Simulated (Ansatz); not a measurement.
# P (P, diamond): the cost of one run

Program: Ansatz 0.2.0. Level of theory: DFT r2SCAN, plane waves (500 eV) with PAW, scalar-relativistic; the PAW data stem from PBE, with regenerated cores. These are calculated values, not measurements.

**1. The system as given**

It takes space group Fd-3m (No. 227, cubic). The conventional cell has a = 5.478 Å, b = 5.478 Å, c = 5.478 Å, α = 90.00°, β = 90.00°, γ = 90.00°. Around P (site symmetry -43m) lie 4 P at 2.37 Å.

As a file:

```cif
data_structure
_symmetry_space_group_name_H-M 'Fd-3m:1'
_symmetry_Int_Tables_number 227
_cell_length_a 5.4782
_cell_length_b 5.4782
_cell_length_c 5.4782
_cell_angle_alpha 90.000
_cell_angle_beta 90.000
_cell_angle_gamma 90.000
_cell_volume 164.41
loop_
_atom_site_label
_atom_site_type_symbol
_atom_site_symmetry_multiplicity
_atom_site_Wyckoff_symbol
_atom_site_fract_x
_atom_site_fract_y
_atom_site_fract_z
_atom_site_occupancy
P1 P 8 b 0.75000 0.75000 0.75000 1
```

**2. Geometry optimisation**

The input, input.yaml:

```yaml
crystal:
  lattice:
    - [0.0, 2.7391031705, 2.7391031705]
    - [2.7391031705, 0.0, 2.7391031705]
    - [2.7391031705, 2.7391031705, 0.0]
  atoms:
    - { symbol: P, position: [0.125, 0.125, 0.125] }
    - { symbol: P, position: [0.875, 0.875, 0.875] }
hamiltonian:
  xc: r2scan
  pseudopotentials:
    kind: paw
    azcp:
      P: "pseudopotentials/P.paw.azcp"
basis:
  ecutwfc: 500
  fft_grid_basis: typed
kpoints:
  mp_grid: { grid: [10, 10, 10], shift: [0, 0, 0] }
magnetization:
  spin_polarized: false
scf:
  occupations: { method: fermi_dirac, width: 0.1 }
relax:
  max_steps: 60
  f_tol: 0.01
  cell: {}
```

Started as:

```sh
$ ansatz run input.yaml --threads 1 --pin off --max-ram 3584MiB --backend cpu --events-out ev --progress --plain --runs-dir out
```

**Question.** How long does this run take on 1 thread of Intel Xeon Platinum 8259CL at 2.50GHz (Skylake/Cascade Lake), shared host, and how much memory does it need?

About 16 s, with a peak of 0.61 GiB.
